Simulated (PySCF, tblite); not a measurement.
# C6H10O3: infrared bands and NMR shifts

Wanted: the infrared bands and NMR shifts of C6H10O3 (`CC[C@@H]1O[C@@H](OC)C1=O`), by calculation.

The runs use tblite 0.8.0 and PySCF 2.14.0, with density-fitted response routines of our own; the level of theory stands in each step. All values are computed, except where a source is named. Atoms are numbered from 0 throughout.

### Step 1. The molecule as given

19 atoms, charge 0, multiplicity 1; geometry from: GFN2-xTB.

Bonds of the start (Å): C0–C1 1.52, C1–C2 1.53, C2–O3 1.44, O3–C4 1.43, C4–O5 1.38, O5–C6 1.42, C4–C7 1.53, C7–O8 1.19, C7–C2 1.51, C0–H9 1.09, C0–H10 1.09, C0–H11 1.09, C1–H12 1.09, C1–H13 1.09, C2–H14 1.10, C4–H15 1.11, C6–H16 1.09, C6–H17 1.09, C6–H18 1.10.

### Step 2. Harmonic vibrations with GFN2-xTB

What the job is given:

```
{"job": {"kind": "ir", "xc": "GFN2-xTB", "basis": "xTB"}, "charge": 0, "multiplicity": 1}
C     -3.049723     0.167399    -0.429015
C     -1.751957    -0.479390    -0.894371
C     -0.548580     0.337563    -0.434533
O      0.728062    -0.220061    -0.794341
C      1.184550    -0.290551     0.563676
O      2.231208     0.550589     0.863717
C      3.465051     0.145012     0.297879
C     -0.176191     0.234038     1.028341
O     -0.707943     0.419586     2.076417
H     -3.047173     0.284367     0.651497
H     -3.172451     1.148246    -0.882298
H     -3.897994    -0.450976    -0.709566
H     -1.666520    -1.490954    -0.492888
H     -1.721900    -0.546059    -1.983221
H     -0.632929     1.374833    -0.781559
H      1.407840    -1.337218     0.840875
H      4.188119     0.905363     0.582691
H      3.387987     0.087405    -0.790788
H      3.770740    -0.829940     0.693003
```

**Question.** This job is followed by: GIAO PBE0/pcSseg-1 NMR shielding, non-relativistic, gas phase. What will the session give for the following? strongest single infrared mode (GFN2-xTB); zero-point energy (GFN2-xTB); ¹³C shifts against TMS (PBE0/pcSseg-1); ¹H shifts against TMS (PBE0/pcSseg-1, means over atoms taken as alike); ¹⁷O shifts against H2O (PBE0/pcSseg-1).

As calculated:

| quantity | value |
| --- | --- |
| strongest single infrared mode (GFN2-xTB) | 1893 cm⁻¹, 394 km/mol |
| zero-point energy (GFN2-xTB) | 95.7 kcal/mol |
| ¹³C shifts against TMS (PBE0/pcSseg-1) | 210.1, 120.7, 102.5, 57.4, 30.6, 10.0 ppm |
| ¹H shifts against TMS (PBE0/pcSseg-1, means over atoms taken as alike) | 5.84, 5.28, 3.65, 1.97, 1.71, 1.08 ppm |
| ¹⁷O shifts against H2O (PBE0/pcSseg-1) | 648.2, 94.0, 76.0 ppm |

What this shows: No mode is imaginary among the 51: a minimum at this level. The strongest single mode, at 1893 cm⁻¹, moves mainly C7 and O8. Unscaled tight-binding wavenumbers are off by several per cent, some by more. Its intensities can rank the bands wrongly. C7 (ketone carbonyl carbon) lies farthest downfield among carbon, at 210.1 ppm; low-lying n→π* states of the double bond to the heteroatom give a large paramagnetic term (-276 ppm). The most deshielded hydrogen is H15 (hydrogen on an sp3 carbon bearing two oxygens), at 5.84 ppm: its carbon carries O, hence the downfield position. At PBE0/pcSseg-1: Shielding is most anisotropic at O8 (span 1180 ppm, paramagnetic term -711 ppm).
